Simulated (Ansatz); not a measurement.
A first try at a geometry optimisation of CH8BNOSi, SMILES CNB[SiH2]O, using Ansatz 0.2.0, Python API.

Contents of `ch8bnosi.xyz`:
```text
13

C    -1.54600    0.70040    1.34770
N    -0.17320    0.44500    1.19780
B     0.17230    0.37330   -0.29430
Si    1.02530   -1.25490   -1.00770
O     2.51910   -0.96220   -1.65190
H    -1.84990    1.73820    0.86480
H    -2.18160   -0.06230    0.88690
H    -1.81370    0.81920    2.40780
H     0.37120    1.26260    1.65190
H     0.05540    1.30970   -0.96230
H     1.03430   -2.27100    0.08560
H     0.09780   -1.76150   -2.05830
H    -1.54600    0.70040    1.34770
```

The cells in order, each with its output:

**Cell 1**
```python
import itertools

import ansatz as az
from ase.data import atomic_numbers, covalent_radii
import numpy as np
```

**Cell 2**
```python
system = az.Crystal.molecule_from_extxyz("ch8bnosi.xyz")
```

**Cell 3**
```python
model = (
    system.calculation()
    .basis(gaussian="6-31G*")
    .functional("CAM-B3LYP")
)
symbols = [site.symbol for site in system.cartesian_sites]
start = np.array([site.position_ang for site in system.cartesian_sites], dtype=float)
report = model.relax(force_tolerance=0.005, max_steps=30).run(threads=1).report
end = np.array(report["positions_ang"])
```
Output:
```text
Traceback (most recent call last):
  File "<cell 3>", line 8, in <module>
    report = model.relax(force_tolerance=0.005, max_steps=30).run(threads=1).report
             ~~~~~~~~~~~~~~~~~~~~~~~~~~~~~~~~~~~~~~~~~~~~~~~~~~~~^^^^^^^^^^^
  ...
ansatz.GaussianBasisError: two nuclei lie on one point
```

Why does it end like this?

The fault: two atoms almost overlap. The cap on steps that the faulty run carried goes too. The change:

```diff
--- before
+++ after
@@
 start = np.array([site.position_ang for site in system.cartesian_sites], dtype=float)
-report = model.relax(force_tolerance=0.005, max_steps=30).run(threads=1).report
+report = model.relax(force_tolerance=0.005).run(threads=1).report
 end = np.array(report["positions_ang"])
--- ch8bnosi.xyz
+++ ch8bnosi.xyz
@@ -15 +15 @@
-H    -1.54600    0.70040    1.34770
+H     2.30950   -0.37120   -2.45320
```

The cells in order, each with its output:

(earlier cells as before)

**Cell 3**
```python
model = (
    system.calculation()
    .basis(gaussian="6-31G*")
    .functional("CAM-B3LYP")
)
symbols = [site.symbol for site in system.cartesian_sites]
start = np.array([site.position_ang for site in system.cartesian_sites], dtype=float)
report = model.relax(force_tolerance=0.005).run(threads=1).report
end = np.array(report["positions_ang"])
```

**Cell 4**
```python
print("reference energy %16.6f eV" % report["reference_energy_ev"])
print("total energy     %16.6f eV" % report["free_energy_ev"])
print("occupied orbitals outside the frozen core (up, down):", report["n_occupied"], " frozen:", report["n_frozen"], " virtual:", report["n_virtual"])
```
Output:
```text
reference energy    -13256.849378 eV
total energy        -13256.849378 eV
occupied orbitals outside the frozen core (up, down): [24, 24]  frozen: 0  virtual: [71, 71]
```

**Cell 5**
```python
# pairs closer than 1.2 times the sum of covalent radii, before or after
radius = [covalent_radii[atomic_numbers[s]] for s in symbols]
span = lambda where, i, j: np.linalg.norm(where[i] - where[j])
bonded = [(i, j) for i, j in itertools.combinations(range(len(symbols)), 2) if min(span(start, i, j), span(end, i, j)) < 1.2 * (radius[i] + radius[j])]
print("pair        before    after (A)")
for i, j in bonded:
    print(f"{symbols[i]}{i}-{symbols[j]}{j}".ljust(10), f"{span(start, i, j):8.4f} {span(end, i, j):8.4f}")
```
Output:
```text
pair        before    after (A)
C0-N1        1.4044   1.4533
C0-H5        1.1843   1.0907
C0-H6        1.0945   1.0958
C0-H7        1.0998   1.0957
N1-B2        1.5333   1.3864
N1-H8        1.0821   1.0135
B2-Si3       1.9717   2.0158
B2-H9        1.1562   1.2009
Si3-O4       1.6529   1.6740
Si3-H10      1.4926   1.4903
Si3-H11      1.4902   1.4964
O4-H12       1.0175   0.9650
```

**Cell 6**
```python
charges = report["charge_distribution"]
print("dipole moment", round(4.803205 * float(np.linalg.norm(charges["dipole_moment_e_ang"])), 3), "D")
print("Mulliken:", [(s, round(q, 3)) for s, q in zip(symbols, charges["mulliken_charges_e"])])
with open("ch8bnosi_opt.xyz", "w") as handle:
    handle.write(f"{len(symbols)}\nrelaxed CH8BNOSi\n")
    handle.writelines(f"{s:2s} {x:11.6f} {y:11.6f} {z:11.6f}\n" for s, (x, y, z) in zip(symbols, end))
```
Output:
```text
dipole moment 3.01 D
Mulliken: [('C', -0.308), ('N', -0.499), ('B', 0.059), ('Si', 0.474), ('O', -0.708), ('H', 0.174), ('H', 0.157), ('H', 0.158), ('H', 0.328), ('H', -0.037), ('H', -0.103), ('H', -0.11), ('H', 0.414)]
```

`ch8bnosi_opt.xyz`, as written:
```text
13
relaxed CH8BNOSi
C    -1.554736    1.132463    1.415915
N    -0.607569    0.192006    0.841048
B    -0.094410    0.196767   -0.446911
Si    1.181040   -1.259141   -1.009863
O     2.631944   -0.692617   -1.623186
H    -1.813696    1.877693    0.662736
H    -2.472829    0.627704    1.736935
H    -1.126631    1.646897    2.283494
H    -0.311153   -0.525483    1.492536
H    -0.460803    1.078371   -1.175474
H     1.570714   -2.096553    0.159698
H     0.522510   -2.174420   -1.993659
H     2.556120   -0.038388   -2.328469
```

Total energies depend on the basis set; only differences at equal settings carry meaning. The end point is the stationary point reached from this start; no frequency run checks that it is a minimum, and the basis set is modest. It ran for 2.8 min on 1 thread of Intel(R) Xeon(R) Platinum 8488C (Sapphire Rapids), on a shared host, peak memory 0.32 GiB.

(Lines on the test bed's own set-up are left out of the output.)
